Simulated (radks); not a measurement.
# S inside a hard spherical wall

What does compression do to the levels of S? A hard sphere of shrinking radius stands in for pressure; the configuration is held at [Ne] 3s2 3p4.

Program: radks (a radial shooting solver on a logarithmic mesh, Libxc functionals) version 1. Level of theory: non-relativistic Kohn-Sham, PBE, spin-polarised, spherical densities, point nucleus; open shells are filled with parallel spins first. These are calculated values, not measurements, unless marked.

## 1. The system

* element: sulfur (Z = 16)
* charge: 0
* electrons: 16
* configuration: [Ne] 3s2 3p4

The outer shells:

S
```
[Ne] core
3s [↑↓]
3p [↑↓][↑ ][↑ ]
```

## 2. The free atom

Settings of this run:

```text
Z 16
configuration [Ne] 3s2 3p4 4s0 3d0 4p0
relativity non-relativistic
functional pbe,pbe
spin polarised
nucleus point
```

## 3. Wall at 20 bohr

Input: that of step 2 with these lines changed.

```diff
@@ -6 +6,2 @@
 nucleus point
+wall 20 bohr
```

## 4. Wall at 12 bohr

Input: that of step 3 with these lines changed.

```diff
@@ -6,2 +6,2 @@
 nucleus point
-wall 20 bohr
+wall 12 bohr
```

## 5. Wall at 10 bohr

Input: that of step 4 with these lines changed.

```diff
@@ -6,2 +6,2 @@
 nucleus point
-wall 12 bohr
+wall 10 bohr
```

## 6. Wall at 8 bohr

Input: that of step 5 with these lines changed.

```diff
@@ -6,2 +6,2 @@
 nucleus point
-wall 10 bohr
+wall 8 bohr
```

## 7. Wall at 4 bohr

Input: that of step 6 with these lines changed.

```diff
@@ -6,2 +6,2 @@
 nucleus point
-wall 8 bohr
+wall 4 bohr
```

## 8. Wall at 3.5 bohr

Input: that of step 7 with these lines changed.

```diff
@@ -6,2 +6,2 @@
 nucleus point
-wall 4 bohr
+wall 3.5 bohr
```

## 9. Wall at 3 bohr

Input: that of step 8 with these lines changed.

```diff
@@ -6,2 +6,2 @@
 nucleus point
-wall 3.5 bohr
+wall 3 bohr
```

## 10. Wall at 1.5 bohr

Input: that of step 9 with these lines changed.

```diff
@@ -6,2 +6,2 @@
 nucleus point
-wall 3 bohr
+wall 1.5 bohr
```

**Question.** What will these runs give? Wanted: for each run, R; E − E(free); ε(3p); ε(4s, empty); ε(4p, empty); ε(3d, empty); pressure.

**Answer**, as computed:

| R (bohr) | E − E(free) (eV) | ε(3p) (eV) | ε(4s, empty) (eV) | ε(4p, empty) (eV) | ε(3d, empty) (eV) | pressure (GPa) |
| --- | --- | --- | --- | --- | --- | --- |
| free | 0.000 | -7.702 | - | - | - | 0 |
| 20 | 0.000 | -7.702 | - | - | - | < 0.0001 |
| 12 | 0.000 | -7.701 | -0.265 | 1.028 | 1.781 | < 0.0001 |
| 10 | 0.001 | -7.698 | 0.024 | 1.650 | 2.240 | 0.00109 |
| 8 | 0.015 | -7.662 | 0.908 | 3.196 | 3.046 | 0.0298 |
| 4 | 5.706 | -3.769 | 21.086 | 28.248 | 11.329 | 49.1 |
| 3.5 | 12.889 | -0.524 | 33.988 | 42.355 | 15.891 | 151 |
| 3 | 30.183 | 5.775 | 57.309 | 66.812 | 23.816 | 503 |
| 1.5 | 596.91 | 133.76 | 444.92 | 432.83 | 135.60 | 55332 |

What this shows: Eigenvalues are for spin up. At the tightest wall, 1.5 bohr, the energy stands 596.91 eV above the free atom and the pressure, −dE/dV, is 55332 GPa. Of the levels in the table that exist at both ends, 3p rises most from the free atom (141.46 eV). From R = 3.5 bohr inwards the highest occupied level lies above zero, pushed up by confinement. Shells are not refilled when levels cross, and a hard wall is a model, not a crystal.
